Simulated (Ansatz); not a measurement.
# CH3F2In: a ladder of functionals and wavefunction methods

One table from this session's results is given with a row withheld; the runs are named, their logs left out.

Method: functionals in def2-TZVPP, the program's frozen cores in correlated methods; program: Ansatz 0.2.0, Gaussian basis.

Levels to be run: LDA (SPW92), PBE-D4, revPBE-D4, BLYP-D4, r2SCAN-D4, B97M-V, PBE0-D4, B3LYP-D4, r2SCANh-D4, r2SCAN0-D4, HSE06-D4, BHLYP-D4, CAM-B3LYP-D4, LC-ωPBE, ωB97X-V, ωB97M-V, B2PLYP, PBE-QIDH; CCSD(T)/def2-SVP; CCSD(T)/def2-TZVPP; MP2/def2-QZVPP; extrapolation to the limit; RPA on PBE.

## The relaxed structure

An earlier PBE0-D4 in a triple-zeta def2 set relaxation fixed the geometry. In takes the def2 core potential; no spin-orbit term is included.

SMILES `F[CH](F)[InH2]`, 7 atoms, charge 0, spin multiplicity 1.

Atoms are counted from 1 here; the program's logs count them from 0.

Bond lengths: F1–C2 1.371 Å, C2–F3 1.371 Å, C2–In4 2.215 Å, C2–H5 1.095 Å, In4–H6 1.723 Å, In4–H7 1.718 Å. Angles: F1–C2–F3 107.0°, F1–C2–In4 109.5°, F1–C2–H5 106.7°, F3–C2–In4 109.5°, F3–C2–H5 106.6°, In4–C2–H5 117.1°, C2–In4–H6 118.8°, C2–In4–H7 116.9°, H6–In4–H7 124.3°.

The first run:

Contents of in.yaml:

```yaml
crystal:
  periodic: [false, false, false]
  atoms:
    - {symbol: F, position_ang: [0.091267, -1.779396, 0.691588]}
    - {symbol: C, position_ang: [0.570940, -0.496628, 0.620479]}
    - {symbol: F, position_ang: [1.824522, -0.568249, 0.069141]}
    - {symbol: In, position_ang: [-0.745252, 0.711803, -0.688685]}
    - {symbol: H, position_ang: [0.701165, -0.152507, 1.652313]}
    - {symbol: H, position_ang: [-1.504625, 2.114511, -0.036992]}
    - {symbol: H, position_ang: [-0.938026, 0.170477, -2.307834]}
basis:
  gaussian: {orbitals: def2-TZVPP}
hamiltonian: {xc: lda}
output: {orbitals: {seedname: orbitals}}
```

Steps of the session up to this table: LDA; PBE-D4 (GGA); revPBE-D4 (GGA); BLYP-D4 (GGA); r2SCAN-D4 (meta-GGA); B97M-V (meta-GGA); PBE0-D4 (hybrid); B3LYP-D4 (hybrid); r2SCANh-D4 (hybrid); r2SCAN0-D4 (hybrid); HSE06-D4 (hybrid); BHLYP-D4 (hybrid); CAM-B3LYP-D4 (range-separated); LC-ωPBE (range-separated); ωB97X-V (range-separated); ωB97M-V (range-separated); B2PLYP (double hybrid); PBE-QIDH (double hybrid).

One of the session's tables, all rows but one given; the rest of the session is left out.

It belongs to the step «Frontier levels by functional». 

| functional | HOMO (eV) | LUMO (eV) | gap (eV) |
| --- | --- | --- | --- |
| LDA (SPW92) | -6.27 | -3.11 | 3.16 |
| PBE-D4 | -6.09 | -2.82 | 3.27 |
| revPBE-D4 | -6.02 | -2.69 | 3.33 |
| BLYP-D4 | -6.02 | -2.81 | 3.21 |
| r2SCAN-D4 | -6.35 | -2.54 | 3.81 |
| B97M-V | -6.43 | -2.83 | 3.61 |
| PBE0-D4 | -7.43 | -2.08 | 5.35 |
| B3LYP-D4 | -7.25 | -2.40 | 4.86 |
| r2SCANh-D4 | ? | ? | ? |
| r2SCAN0-D4 | -7.61 | -1.92 | 5.69 |
| HSE06-D4 | -7.03 | -2.44 | 4.59 |
| BHLYP-D4 | -8.73 | -1.47 | 7.26 |
| CAM-B3LYP-D4 | -8.83 | -1.31 | 7.52 |
| LC-ωPBE | -10.09 | -0.13 | 9.95 |
| ωB97X-V | -9.76 | -0.28 | 9.48 |
| ωB97M-V | -9.65 | -0.58 | 9.07 |

Estimate the missing values for r2SCANh-D4.

Worked estimate for «HOMO (eV)». Against the share of exact exchange, r2SCAN-D4 (0, -6.35), r2SCAN0-D4 (0.25, -7.61) give a slope of -5.04 per unit share; at 0.1 the line stands at -6.85.

As computed: HOMO (eV): -6.85; LUMO (eV): -2.29; gap (eV): 4.56. In «HOMO (eV)» the line misses by 0.00.
